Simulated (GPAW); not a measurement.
# LaPd2 (I4/mmm) in GPAW: equation of state

Aim: energy against volume of LaPd2 in PBE, for its equilibrium volume and stiffness.

Everything below comes from runs of GPAW 26.7.0. Logs are shortened: lines on timing, memory, paths and dates and some standing lists are left out, and cuts for length are marked. The log counts tension as positive stress, the text compression.

### 1 The crystal as given

The structure is tetragonal, space group I4/mmm (No. 139). The conventional cell has a = 4.008 Å, b = 4.008 Å, c = 8.943 Å, α = 90.00°, β = 90.00°, γ = 90.00°. Around La (site symmetry 4/mmm) lie 8 Pd at 3.00 Å. Pd (site symmetry -4m2) is surrounded by 4 Pd at 2.83 Å and 4 La at 3.00 Å.

The cell comes from a database or a generator and needn't be the stable form of this composition.

### 2 Equation of state, PBE

run.py reads:

```python
from ase.eos import EquationOfState
from ase.io import Trajectory, read
from ase.units import GPa
from gpaw import GPAW, PW

atoms = read('LaPd2.xyz')

traj = Trajectory('eos.traj', 'w')
volumes, energies = [], []
for x in [0.94, 0.96, 0.98, 1.0, 1.02, 1.04, 1.06]:
    a = atoms.copy()
    a.set_cell(atoms.cell * x**(1 / 3), scale_atoms=True)
    calc = GPAW(mode=PW(800),
                xc='PBE',
                kpts={'size': (9, 9, 9), 'gamma': True},
                occupations={'name': 'fermi-dirac', 'width': 0.05},
                nbands=41,
                convergence={'density': 1e-05, 'energy': 1e-05},
                maxiter=150,
                txt=f'eos-{x:.2f}.txt')
    a.calc = calc
    energies.append(a.get_potential_energy(force_consistent=True))
    volumes.append(a.get_volume())
    p = -a.get_stress()[:3].mean() / GPa
    calc.write(f'eos-{x:.2f}.gpw')
    traj.write(a)
    print(f'{x:.2f} {volumes[-1]:10.4f} A^3 {energies[-1]:14.6f} eV {p:9.3f} GPa', flush=True)

v0, e0, B = EquationOfState(volumes, energies, eos='birchmurnaghan').fit()
print(f'V0 = {v0:.4f} A^3, E0 = {e0:.6f} eV, B0 = {B / GPa:.2f} GPa')
```

LaPd2.xyz reads:

```xyz
3
Lattice="-2.0038740000 2.0038740000 4.4717310000 2.0038740000 -2.0038740000 4.4717310000 2.0038740000 2.0038740000 -4.4717310000" Properties=species:S:1:pos:R:3 pbc="T T T"
La     0.0000000000      0.0000000000      0.0000000000
Pd     2.0038740000      0.0000000000      2.2358655000
Pd     0.0000000000      2.0038740000      2.2358655000
```

Potentials or basis: GPAW PAW data sets (gpaw-data 1.2.1), pw.

The run is started by

```sh
> OMP_NUM_THREADS=1 python run.py
```

The program printed:

```text
__  _  _
 | _ |_)|_||  |
 |__||  | ||/\| - 26.7.0

Input parameters:
  mode=PW(ecut=800.0),
  convergence={'density': 1e-05, 'energy': 1e-05},
  kpts=MonkhorstPack(size=(9, 9, 9), gamma=True),
  maxiter=150,
  nbands=41,
  occupations=Occupations(name='fermi-dirac', width=0.05),
  xc=XC(name='PBE')

Diagonalizing LCAO Hamiltonian
Converting LCAO to pw mode

         Pd
            Pd

       La

Atoms  # Å, Bohr magnetons
|   | symbol |        x |        y |        z |    initial magnetic moments |
|---|--------|----------|----------|----------|-----------------------------|
| 0 |     La | 0.000000 | 0.000000 | 0.000000 | ( 0.0000,  0.0000,  0.0000) |
| 1 |     Pd | 1.962967 | 0.000000 | 2.190223 | ( 0.0000,  0.0000,  0.0000) |
| 2 |     Pd | 0.000000 | 1.962967 | 2.190223 | ( 0.0000,  0.0000,  0.0000) |

Unit cell  # Å
| periodic |         x |         y |         z |  lengths |     angles |
|----------|-----------|-----------|-----------|----------|------------|
|      yes | -1.962967 |  1.962967 |  4.380446 | 5.186018 | 135.516984 |
|      yes |  1.962967 | -1.962967 |  4.380446 | 5.186018 | 135.516984 |
|      yes |  1.962967 |  1.962967 | -4.380446 | 5.186018 |  64.727976 |

Number of symmetries: 16
Symmetry operations  # r_c * U_cc + t_c -> r_c
|    | kind |            matrix            |
|----|------|------------------------------|
|  0 |  σ   |  1, 1, 1,  0, 0,-1,  0,-1, 0 |
|  1 |  C4  |  1, 1, 1,  0, 0,-1, -1, 0, 0 |
|  2 |  E   |  1, 0, 0,  0, 1, 0,  0, 0, 1 |
|  3 |  σ   |  1, 0, 0,  0, 1, 0, -1,-1,-1 |
|  4 |  σ   |  0, 1, 0,  1, 0, 0,  0, 0, 1 |
|  5 |  C2  |  0, 1, 0,  1, 0, 0, -1,-1,-1 |
|  6 |  C2  |  0, 0, 1, -1,-1,-1,  1, 0, 0 |
|  7 |  S4  |  0, 0, 1, -1,-1,-1,  0, 1, 0 |
|  8 |  C4  |  0, 0,-1,  1, 1, 1,  0,-1, 0 |
|  9 |  σ   |  0, 0,-1,  1, 1, 1, -1, 0, 0 |
| 10 |  σ   |  0,-1, 0, -1, 0, 0,  1, 1, 1 |
| 11 |  C2  |  0,-1, 0, -1, 0, 0,  0, 0,-1 |
| 12 |  C2  | -1, 0, 0,  0,-1, 0,  1, 1, 1 |
| 13 |  i   | -1, 0, 0,  0,-1, 0,  0, 0,-1 |
| 14 |  S4  | -1,-1,-1,  0, 0, 1,  1, 0, 0 |
| 15 |  C2  | -1,-1,-1,  0, 0, 1,  0, 1, 0 |

BZ-sampling:
  Number of BZ points: 729
  Number of IBZ points: 75

  Monkhorst-Pack size: [9, 9, 9]
  Monkhorst-Pack shift: [0, 0, 0]

K-points  # in reciprocal-cell coordinates
|     |                                coordinates |     weight |
|-----|--------------------------------------------|------------|
|   0 | (  0.00000000,   0.00000000,   0.00000000) | 0.00137174 |
|   1 | (  0.11111111,  -0.11111111,   0.00000000) | 0.00548697 |
|   2 | (  0.11111111,  -0.11111111,   0.11111111) | 0.00548697 |
|   3 | (  0.11111111,   0.00000000,   0.00000000) | 0.01097394 |
|   4 | (  0.11111111,   0.11111111,  -0.11111111) | 0.00274348 |
|   5 | (  0.22222222,  -0.22222222,   0.00000000) | 0.00548697 |
|   6 | (  0.22222222,  -0.22222222,   0.11111111) | 0.01097394 |
|   7 | (  0.22222222,  -0.22222222,   0.22222222) | 0.00548697 |
|   8 | (  0.22222222,  -0.11111111,   0.00000000) | 0.02194787 |
|   9 | (  0.22222222,  -0.11111111,   0.11111111) | 0.01097394 |
| ... |                                            |            |
|  74 | (  0.44444444,   0.44444444,   0.44444444) | 0.01097394 |

Plane wave coefficients: 3492
Cutoff: 800.0 eV

Spin-components: 1 (collinear spins)
Bands:           41
Projectors:      20
Spin-degeneracy: 2
Datatype:        complex128

Parallelization:
  kpt:    1
  domain: 1
  band:   1

Density:
  Valence electrons: 43.0
  Components: 1
  Grid points: [35 35 35]
  Charge: 0.0  # |e|

Potential:
  Grid points: [35 35 35]

species:
  La:
    name:    Lanthanum
    Z:       57.0
    valence: 11
    core:    46
    charge:  0.0  # [|e|]
    compensation charges:
      type: gauss
      rc: 0.35  # [Å]
      lmax: 2
    cutoffs:
      filter: 1.17  # [Å]
      core: 2.19  # [Å]
    projectors
    | kind |    occ | energy [eV] | rcut [Å] |
    |------|--------|-------------|----------|
    |   5s |  2.000 |     -38.923 |    1.164 |
    |   6s |  2.000 |      -3.679 |    1.164 |
    |   5p |  6.000 |     -22.400 |    1.164 |
    |   6p |  0.000 |      -1.352 |    1.164 |
    |   5d |  1.000 |      -3.090 |    1.164 |
    |   4f |  0.000 |      -4.340 |    1.164 |
    |    d |        |      24.122 |    1.164 |
    |    f |        |      22.872 |    1.164 |

    Using partial waves for La as LCAO basis

  Pd:
    name:    Palladium
    Z:       46.0
    valence: 16
    core:    30
    charge:  0.0  # [|e|]
    compensation charges:
      type: gauss
      rc: 0.38  # [Å]
      lmax: 2
    cutoffs:
      filter: 2.38  # [Å]
      core: 2.28  # [Å]
    projectors
    | kind |    occ | energy [eV] | rcut [Å] |
    |------|--------|-------------|----------|
    |   5s |  0.000 |      -3.315 |    1.228 |
    |   4p |  6.000 |     -51.209 |    1.360 |
    |   5p |  0.000 |      -0.314 |    1.360 |
    |   4d | 10.000 |      -4.047 |    1.228 |
    |    s |        |      23.896 |    1.228 |
    |    d |        |      23.165 |    1.228 |

    Using partial waves for Pd as LCAO basis

Reference energy: -505568.104157  # eV

eigensolver:
  PPCG
  Converge bands: occupied
  niter=2

density mixing:
  MSR1-Mixer
  Pratt-step length: 0.05
  Maximum mixing coefficient: 0.75
  Old densities: 10
  SVD Regularization: 0.005
  Good broyden scale: 1.0
  Trust region scale: 1.0
  Backstep threshold: 4.0
  History deletion threshold: 6.0
  Fourier metric: weight=20.0, sigma=0.015

occupation numbers:
  Fermi-Dirac:
    width: 0.0500  # eV

poisson solver:
  ecut: 6400.0  # eV

xc functional:
  name: PBE with 2 nearest neighbor stencil

convergence criteria:
- Maximum integral of absolute [dens]ity change: 1e-05 electrons / valence electron
- Maximum [total energy] change in last 3 cyles: 1e-05 eV / valence electron
- Maximum integral of absolute [eigenst]ate change: 4e-08 eV^2 / valence electron
maximum number of iterations: 150

SCF iterations
|iter     | |      energy | eigst |  dens |
|---------|-|-------------|-------|-------|
|iter:   1| |  -19.915561 | +0.28 |       |
|iter:   2| |  -16.200467 | -1.26 | -0.74 |
|iter:   3| |  -14.601717 | -1.34 | -0.99 |
|iter:   4| |  -14.204067 | -1.50 | -1.28 |
|iter:   5| |  -14.164970 | -2.52 | -1.76 |
|iter:   6| |  -14.145378 | -2.79 | -2.00 |
|iter:   7| |  -14.144625 | -3.87 | -2.54 |
|iter:   8| |  -14.144703 | -4.89 | -3.09 |
|iter:   9| |  -14.144724c| -5.76 | -3.71 |
|iter:  10| |  -14.144721c| -6.85 | -4.31 |
|iter:  11| |  -14.144721c| -7.64c| -4.77 |
|iter:  12| |  -14.144721c| -7.70c| -5.41c|

Converged in 12 steps
Energy contributions relative to reference atoms: (reference = -505568.104157)

Energy contributions:
  Kinetic:          11.253498
  Coulomb:         -15.833323
  Zero:             -0.882319
  External:          0.000000
  Xc:               -8.674399
  Entropy:          -0.016357
  Spinorbit:         0.000000
  ----------------------------
  Free energy:     -14.152899
  Extrapolated:    -14.144721

dipole moment: (-12.552552, -12.552552, -28.011559)  # |e|*Ang

Fermi level: 9.489
Eigenvalues  # (at kpt = [0.000, 0.000, 0.000])
| band index |      eig [eV] | occ [0-2] |
|------------|---------------|-----------|
|          0 |       -40.885 |     2.000 |
|        ... |               |           |
|         14 |         6.287 |     2.000 |
|         15 |         6.287 |     2.000 |
|         16 |         7.014 |     2.000 |
|         17 |         7.270 |     2.000 |
|         18 |         7.270 |     2.000 |
|         19 |         8.385 |     2.000 |
[... 8 lines left out ...]
|         28 |        11.973 |     0.000 |
|         29 |        11.976 |     0.000 |
|        ... |               |           |
|         40 |        22.415 |     0.000 |

No gap
No difference between direct/indirect transitions

Stress tensor  # eV/Ang^3
|         x |         y |         z |
|-----------|-----------|-----------|
| -0.030565 |  0.000000 | -0.000000 |
|  0.000000 | -0.030565 | -0.000000 |
| -0.000000 | -0.000000 | -0.038281 |

# Writing to eos-0.94.gpw (mode='')
```

Wall time 38 min (1 thread of Arm Neoverse V2, shared host); peak memory 0.87 GiB.

Results:

| Item | Value |
| --- | --- |
| Equilibrium volume | 23.89 Å³/atom |
| Bulk modulus at fixed shape and positions | 78 GPa |
| Pressure derivative of the bulk modulus | 4.5 |

Energy against volume, from the lowest point:
```
volume (Å³/atom)  energy (meV/atom)
          22.505              21.68
          22.984               8.90
          23.463               1.87
          23.942               0.00
          24.421               2.74
          24.899               9.61
          25.378              20.18
```

Caveat: one-centre terms of the f shell are cut off; the cell was scaled at fixed shape and fractional positions, which overstates the stiffness of a crystal with free parameters, most of all of layers and chains. Spin-orbit coupling is left out, which matters for the levels of La.
